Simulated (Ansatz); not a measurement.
## Hg3Pt in Ansatz: convergence with n extra bands

Input of the first run (n extra bands 1); the others differ in this setting and in those tied to it:

The input input.yaml:

```yaml
crystal:
  lattice:
    - [4.344221, 0.0, 0.0]
    - [0.0, 4.344221, 0.0]
    - [0.0, 0.0, 4.344221]
  atoms:
    - { symbol: Hg, position: [0.5, 0.5, 0.0] }
    - { symbol: Hg, position: [0.5, 0.0, 0.5] }
    - { symbol: Hg, position: [0.0, 0.5, 0.5] }
    - { symbol: Pt, position: [0.0, 0.0, 0.0] }
hamiltonian:
  xc: lda
  pseudopotentials: { kind: nc, accuracy: stringent }
kpoints:
  mp_grid: { grid: [5, 5, 5] }
scf:
  occupations: { method: fermi_dirac, width: 0.1 }
  n_extra_bands: 1
output:
  forces: true
  stress: true
  eigenvalues: true
```

Potentials or basis: PseudoDojo stringent (LDA files).

Command:

```bash
$ ansatz run input.yaml --threads 2 --pin off --max-ram 5632MiB --backend cpu --events-out ev --progress --plain --runs-dir out
```

The cell comes from a database or a generator and needn't be the stable form of this composition.

Hardware: 2 threads of Arm Neoverse V2 (shared host).

| n extra bands | energy less the tightest run, at zero smearing (meV/atom) | SCF cycles | CPU time (s) | peak memory (GiB) |
| --- | --- | --- | --- | --- |
| 1 | 0.00 | 9 | 6.8 | 0.46 |
| 2 | 0.00 | 9 | 6 | 0.46 |
| 4 | 0.00 | 9 | 6.1 | 0.46 |
| 8 | 0.00 | 9 | 6.8 | 0.47 |
| 16 | 0.00 | 9 | 7.8 | 0.49 |
| 32 | 0.00 | 9 | 10 | 0.53 |

Against the tightest run, the energy stays within 1 meV/atom from 1 on. The tightest run that finished is the yardstick and may itself not be fully converged.

Spin-orbit coupling is left out, which matters for the levels of Hg, Pt.
